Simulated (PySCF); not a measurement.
# LaSF: other functionals and bases at one geometry

An exercise on one series of results from a longer session: the logs are not shown, and one member is left open.

Computed with PySCF 2.14.0. Level: several levels, as the steps say, no spin–orbit coupling.

1 further run of the same task is left out (for a known fault of the program).

### The starting structure

3 atoms, charge 0, spin multiplicity 1.

Bond lengths: La1–S2 2.438 Å, La1–F3 2.131 Å. Angles: S2–La1–F3 109.9°.

As a file:

| atom | x (Å) | y (Å) | z (Å) |
| --- | --- | --- | --- |
| La1 | -0.1982 | 0.0000 | -0.4991 |
| S2 | 1.8276 | 0.0000 | 0.8567 |
| F3 | -1.9149 | 0.0000 | 0.7635 |

Formal oxidation states: La +3. An earlier session relaxed this geometry at PBE0, La def2-SVP with ECP46, S def2-SVP, F def2-SVP (singlet, point group Cs).

At PBE0 on the finer grid: E = -529.295832 Eh, HOMO -5.78 eV, LUMO -2.27 eV, Mulliken charge on La1 +0.80 e, largest force component 0.006 eV/Å. 

Levels to run: M06-L; BLYP; PBE0, TZVP. Hardware: 2 threads of Arm Neoverse V1, shared host.

The first run:

The input, run.py (the lines that set the calculation):

```python
mol = gto.M(atom='''
La    -0.19824     0.00000    -0.49908
S      1.82755     0.00000     0.85670
F     -1.91493     0.00000     0.76347''',
    basis={'La': 'def2-SVP', 'S': 'def2-SVP', 'F': 'def2-SVP'},
    ecp={'La': 'def2-SVP'},
    charge=0, spin=0)
mf = dft.RKS(mol, xc='M06L')
mf.grids.atom_grid = (75, 302)  # f atoms: unpruned, at least (60, 302)
mf = mf.density_fit()  # fitting sets: La def2-universal-JKFIT, S def2-universal-JKFIT, F def2-universal-JKFIT
mf.conv_tol = 1e-08; mf.max_cycle = 55
mf.kernel(dm0)  # dm0: the density of the relaxed state
```

Run with:

```sh
> OMP_NUM_THREADS=2 python run.py
```

Among the steps run: M06-L; BLYP; PBE0, TZVP.

One of the session's tables, all rows but one given; the rest of the session is left out.

```
              level  HOMO (eV)  gap (eV)  charge on La1 (e)  dipole (D)  largest force component (eV/Å)
PBE0 (relaxed here)      -5.78      3.51               0.80        8.56                            0.01
              M06-L          ?         ?                  ?           ?                               ?
               BLYP      -4.55      1.68               0.64        7.67                            0.83
         PBE0, TZVP      -5.84      3.53               1.08        8.85                            0.19
```

**Question.** Estimate the row for M06-L.

The run gave: HOMO (eV): -4.73; gap (eV): 2.69; charge on La1 (e): 0.94; dipole (D): 8.64; largest force component (eV/Å): 0.24. In the column «HOMO (eV)» it lies between PBE0 (relaxed here) (-5.78) and BLYP (-4.55).

In one basis the HOMO–LUMO gap runs from 1.68 eV (BLYP) to 3.51 eV (PBE0). The largest leftover force, 0.83 eV/Å with BLYP, stands at a geometry relaxed at another level. Total energies of different levels can't be compared.
